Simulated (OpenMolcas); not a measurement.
**Cu²⁺ among point charges: CASSCF and CASPT2 levels and susceptibility**

Aim: the splitting of the states of Cu²⁺ in the field of 4 point charges, its lowest levels with spin-orbit coupling and its magnetic susceptibility.

The numbers are computed with OpenMolcas 26.06 (state-averaged CASSCF and CASPT2, spin-orbit coupling by RASSI with atomic mean-field integrals), except any that are marked as measured or tabulated.

## (1) The atom as given

- Species: Cu²⁺ (copper, Z = 29, 27 electrons)
- Basis: ANO-RCC-VDZP [5s4p2d1f], 34 functions
- Scalar Hamiltonian: DKH2, point nucleus
- Inactive shells: 1s 2s 2p 3s 3p
- Active space: 9 electrons in 5 orbitals (3d)
- Some configurations of this space: 3d⁹
- Orbitals: optimised for each spin and parity, averaged over all roots

Outer shells as boxes (Hund's rule):

3d9
```
3d [↑↓][↑↓][↑↓][↑↓][↑ ]
```

The ion sits among 4 point charges of -3 e arranged as a tetrahedron (Td), 2.11 Å from the ion.

The work runs as a chain of OpenMolcas steps in one folder; each step below is one input file. Labels, J, g values, rates, χT and fits are worked out afterwards by a script from the matrices that RASSI stores.

## (2) One- and two-electron integrals

Contents of a.inp:

```
&GATEWAY
Coord
1

Cu 0.0 0.0 0.0
Basis=ANO-RCC-VDZP
Group=NoSym
NoMove
AngMom=0.0 0.0 0.0
AMFI
XField
4 Angstrom 0
1.218209 1.218209 1.218209 -3.000000
1.218209 -1.218209 -1.218209 -3.000000
-1.218209 1.218209 -1.218209 -3.000000
-1.218209 -1.218209 1.218209 -3.000000
&SEWARD
```

Started as:

```sh
> OMP_NUM_THREADS=1 MOLCAS_MEM=1689 MOLCAS_PROJECT=a pymolcas a.inp > a.log
```

## (3) Reference wave functions, doublets, 5 roots

Contents of a.inp:

```
&RASSCF
FileOrb=start.orb
Symmetry=1
Spin=2
nActEl=9 0 0
Inactive=9
Ras2=5
CIRoot=5 5 1
SDav=5
CIMx=300
Iter=120 100
PrWF=0.3
OrbListing=Nothing
MaxOrb=0
>>> COPY $Project.JobIph JOB001
```

start.orb holds the contracted functions of the basis, ordered by shell, or the orbitals of the step before.

## (4) State interaction with spin-orbit coupling

Contents of a.inp:

```
&RASSI
NrOfJobIphs=1 5
1 2 3 4 5
IphNames
JOB001
EJob
SpinOrbit
DIPRint=1.0
SOCoupling=1000.0
Subsets=2
Property=9
'ANGMOM' 1 'ANGMOM' 2 'ANGMOM' 3 'MLTPL  1' 1 'MLTPL  1' 2 'MLTPL  1' 3
'AMFI' 1 'AMFI' 2 'AMFI' 3
SOProperty=3
'ANGMOM' 1 'ANGMOM' 2 'ANGMOM' 3
```

## (5) CASPT2: IPEA 0.25, imaginary shift 0.1 (closed shells correlated: 3s 3p)

Contents of a.inp:

```
>>> COPY JOB001 $Project.JobIph
&CASPT2
Multistate=5 1 2 3 4 5
NoMult
Frozen=5
IPEA=0.25
Imaginary=0.1
MaxIter=60
WThr=0.0 0.3 0.05
PrWF=0.5
NoMix
```

(Steps that only read results are left out.)

Q: Predict the outcome of this session. Wanted: spin-free ground state; first state of the same spin within the active space; lowest level; next level.

**Answer**, as computed:

```
                                            quantity                                                                        value
                                              method  SS-CASPT2, IPEA 0.25, imaginary shift 0.1 (closed shells correlated: 3s 3p)
                              spin-free ground state                                              2T2, 3-fold in its orbital part
first state of the same spin within the active space                                                              2E at 1410 cm⁻¹
                                        lowest level                                              2-fold Γ7, g = 1.99, 1.99, 1.99
                                          next level                                                                   615.4 cm⁻¹
                                         χT at 300 K                                                               1.11 cm³ K/mol
                           effective moment at 300 K                                                                      2.98 μB
```

Cost by method:

| method | time of its own steps | time with the reference |
| --- | --- | --- |
| A. CASSCF | 2.8 s | 2.8 s |
| B. SS-CASPT2, IPEA 0.25, imaginary shift 0.1, +3s 3p | 0.67 s | 3.5 s |

Times are of one thread on a shared host.

**Reading.** The spin-free ground state (2T2) comes to 100 % from free-ion D terms and keeps the highest spin of the shell. χT at 300 K is 1.11, against 0.38 cm³ K/mol for the spin alone, so orbital moment adds to it. A ligand-field fit to the states below 45000 cm-1 gives 10Dq = -1413 cm-1, the gap between the two states. CASPT2 does not keep the components of a term degenerate, and the means are used. The field of point charges can differ much from that of real complexes. Point charges carry no covalency, so the field is a model and not that of real ligands.
